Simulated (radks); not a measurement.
# Tl⁴⁺ in [Xe] 4f14 5d9: an all-electron calculation

The task here is to estimate one member of a computed series from the others.

Program: radks (a radial shooting solver on a logarithmic mesh, Libxc functionals) version 1. Level of theory: scalar-relativistic Kohn-Sham, BLYP, spin-unpolarised, spherical densities, finite nucleus. These are calculated values, not measurements, unless marked.

### The system

- element: thallium (Z = 81)
- charge: +4
- electrons: 77
- configuration: [Xe] 4f14 5d9
- nuclear rms radius: 5.4759 fm

The outer shells:

Tl⁴⁺
```
[Xe] core
4f [↑↓][↑↓][↑↓][↑↓][↑↓][↑↓][↑↓]
5d [↑↓][↑↓][↑↓][↑↓][↑ ]
```

The first run:

Settings of this run:

```text
Z 81
configuration [Xe] 4f14 5d9
relativity scalar-relativistic
functional b88,lyp
spin unpolarised
nucleus finite rms 5.4759 fm
c 137.035999084
```

On the command line:

```bash
$ python run_ks.py task.json out
```

This one command runs every case of the session in turn.

Among the steps run: Self-consistent calculation.

One of the session's tables, all rows but one given; the rest of the session is left out.

It belongs to the step «Shells». Sizes of the orbitals, from the radial functions (bohr):

```
level      <r>  outermost maximum (interpolated)  90 % within  nodes
   1s  0.01632                            0.0100       0.0299      0
   2s  0.06876                            0.0581        0.107      1
   2p        ?                                 ?            ?      ?
   3s   0.1776                             0.164        0.260      2
   3p   0.1793                             0.164        0.268      1
   3d   0.1624                             0.133        0.252      0
   4s   0.3917                             0.369        0.561      3
   4p   0.4176                             0.389        0.605      2
   4d   0.4397                             0.395        0.655      1
   5s   0.8743                             0.807         1.25      4
   4f   0.4673                             0.358        0.744      0
   5p   0.9992                             0.902         1.44      3
   5d    1.301                              1.10         1.95      2
```

**Question.** Estimate the row for 2p.

**Answer.** <r>: 0.06234; outermost maximum (interpolated): 0.0483; 90 % within: 0.102; nodes: 0. In the column «<r>» it lies between 1s (0.01632) and 2s (0.06876).

Caveats from the session: Spin polarisation and multiplet splitting are left out.
